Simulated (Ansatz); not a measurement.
# GeClF: one species, many methods

The task here is to estimate one member of a computed series from the others.

Method: functionals in def2-TZVPP, the program's frozen cores in correlated methods; program: Ansatz 0.2.0, Gaussian basis.

Plan: LDA (SPW92), PBE-D4, revPBE-D4, BLYP-D4, r2SCAN-D4, B97M-V, PBE0-D4, B3LYP-D4, r2SCANh-D4, r2SCAN0-D4, HSE06-D4, BHLYP-D4, CAM-B3LYP-D4, LC-ωPBE, ωB97X-V, ωB97M-V, B2PLYP, PBE-QIDH; CCSD(T)/def2-SVP; CCSD(T)/def2-TZVPP; MP2/def2-QZVPP; extrapolation to the limit; RPA on PBE.

## Structure used throughout

All runs share one geometry, relaxed beforehand with PBE0-D4 in a triple-zeta def2 set.

SMILES `[F][Ge][Cl]`, 3 atoms, charge 0, spin multiplicity 1.

Atoms are counted from 1 here; the program's logs count them from 0.

Bond lengths: F1–Ge2 1.748 Å, Ge2–Cl3 2.180 Å. Angles: F1–Ge2–Cl3 98.4°.

Coordinates:

```xyz
3
ClFGe
F     0.1104    1.4187    0.2062
Ge   -0.7628    0.0356   -0.4103
Cl    0.6416   -1.5191    0.1910
```

The first run:

in.yaml

```yaml
crystal:
  periodic: [false, false, false]
  atoms:
    - {symbol: F, position_ang: [0.110373, 1.418718, 0.206154]}
    - {symbol: Ge, position_ang: [-0.762828, 0.035595, -0.410334]}
    - {symbol: Cl, position_ang: [0.641555, -1.519113, 0.190980]}
basis:
  gaussian: {orbitals: def2-TZVPP}
hamiltonian: {xc: lda}
output: {orbitals: {seedname: orbitals}}
```

Among the steps run: LDA; PBE-D4 (GGA); revPBE-D4 (GGA); BLYP-D4 (GGA); r2SCAN-D4 (meta-GGA); B97M-V (meta-GGA); PBE0-D4 (hybrid); B3LYP-D4 (hybrid); r2SCANh-D4 (hybrid); r2SCAN0-D4 (hybrid); HSE06-D4 (hybrid); BHLYP-D4 (hybrid); CAM-B3LYP-D4 (range-separated); LC-ωPBE-D4 (range-separated; the results give it without D4); ωB97X-V (range-separated); ωB97M-V (range-separated); B2PLYP (double hybrid); PBE-QIDH (double hybrid).

One of the session's tables, all rows but one given; the rest of the session is left out.

It belongs to the step «Orbital energies across the functionals». 

| functional | HOMO (eV) | LUMO (eV) | gap (eV) |
| --- | --- | --- | --- |
| LDA (SPW92) | -7.46 | -3.84 | 3.62 |
| PBE-D4 | -7.25 | -3.58 | 3.67 |
| revPBE-D4 | -7.18 | -3.49 | 3.69 |
| BLYP-D4 | -7.14 | -3.50 | 3.64 |
| r2SCAN-D4 | -7.58 | -3.57 | 4.01 |
| B97M-V | -7.53 | -3.47 | 4.06 |
| PBE0-D4 | -8.44 | -2.84 | 5.59 |
| B3LYP-D4 | -8.26 | -3.08 | 5.18 |
| r2SCANh-D4 | -8.01 | -3.27 | 4.74 |
| r2SCAN0-D4 | -8.66 | -2.84 | 5.82 |
| HSE06-D4 | -8.04 | -3.22 | 4.82 |
| BHLYP-D4 | -9.50 | -2.03 | 7.47 |
| CAM-B3LYP-D4 | ? | ? | ? |
| LC-ωPBE | -11.00 | -0.67 | 10.33 |
| ωB97X-V | -10.67 | -0.76 | 9.91 |
| ωB97M-V | -10.56 | -0.84 | 9.72 |

Q: Estimate the row for CAM-B3LYP-D4 from the others.

The run gave: HOMO (eV): -9.75; LUMO (eV): -1.82; gap (eV): 7.93. In the column «HOMO (eV)» it lies between ωB97M-V (-10.56) and BHLYP-D4 (-9.50).
